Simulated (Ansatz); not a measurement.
# SnH₅O+ (SMILES [OH2+][SnH3]): functionals against CCSD(T) at one geometry

One table from this session's results is given with a row withheld; the runs are named, their logs left out.

Program: Ansatz 0.2.0, Gaussian basis. Level of theory: single points in def2-TZVPP. These are calculated values, not measurements.

Correlated methods freeze the cores. Filled d shells of the heavier atoms are correlated. Core potentials replace the inner electrons past krypton, and spin-orbit coupling is left out.

**Where the work starts**

7 atoms, charge 1, spin multiplicity 1.

Atoms are counted from 1 here; the program's logs count them from 0.

Bond lengths: O1–Sn2 2.283 Å, O1–H3 0.958 Å, O1–H4 1.057 Å, Sn2–H5 1.742 Å, Sn2–H6 1.773 Å, Sn2–H7 1.616 Å. Angles: Sn2–O1–H3 131.8°, Sn2–O1–H4 116.9°, H3–O1–H4 107.6°, O1–Sn2–H5 96.2°, O1–Sn2–H6 98.7°, O1–Sn2–H7 96.6°, H5–Sn2–H6 108.4°, H5–Sn2–H7 125.0°, H6–Sn2–H7 122.0°.

Geometry (Å):

```xyz
7

O    -0.1456   -1.1995    0.0557
Sn    0.1568    1.0472   -0.2157
H    -0.9186   -1.7566   -0.0444
H     0.5262   -1.6976    0.7023
H    -0.8826    1.2098   -1.6044
H    -0.7262    1.6111    1.2152
H     1.7718    1.0123   -0.2656
```

The first run:

Contents of run/in.yaml:

```yaml
crystal:
  periodic: [false, false, false]
  atoms:
    - {symbol: O, position_ang: [-0.145600, -1.199500, 0.055700]}
    - {symbol: Sn, position_ang: [0.156800, 1.047200, -0.215700]}
    - {symbol: H, position_ang: [-0.918600, -1.756600, -0.044400]}
    - {symbol: H, position_ang: [0.526200, -1.697600, 0.702300]}
    - {symbol: H, position_ang: [-0.882600, 1.209800, -1.604400]}
    - {symbol: H, position_ang: [-0.726200, 1.611100, 1.215200]}
    - {symbol: H, position_ang: [1.771800, 1.012300, -0.265600]}
basis:
  gaussian: {orbitals: def2-TZVPP}
total_charge: 1
correlation: {method: ccsd_t}
output: {forces: true}
```

The command line of these runs was not kept.

Steps of the session up to this table: CCSD(T)/def2-TZVPP; PBE0-D4/def2-TZVPP; wB97M-V/def2-TZVPP; r2SCAN-D4/def2-TZVPP; PBE-D4/def2-TZVPP; CAM-B3LYP-D4/def2-TZVPP; BLYP-D4/def2-TZVPP.

One of the session's tables, all rows but one given; the rest of the session is left out.

```
      method  RMS force component (eV/Å)  angle to CCSD(T) forces (°)
     CCSD(T)                       1.316                    reference
     PBE0-D4                       1.331                          3.4
     wB97M-V                           ?                            ?
   r2SCAN-D4                       1.296                          2.6
      PBE-D4                       1.241                          8.8
CAM-B3LYP-D4                       1.321                          2.2
     BLYP-D4                       1.225                         10.3
```

Estimate the missing values for wB97M-V.

As computed: RMS force component (eV/Å): 1.324; angle to CCSD(T) forces (°): 1.8. In the column «RMS force component (eV/Å)» it lies between CAM-B3LYP-D4 (1.321) and PBE0-D4 (1.331).
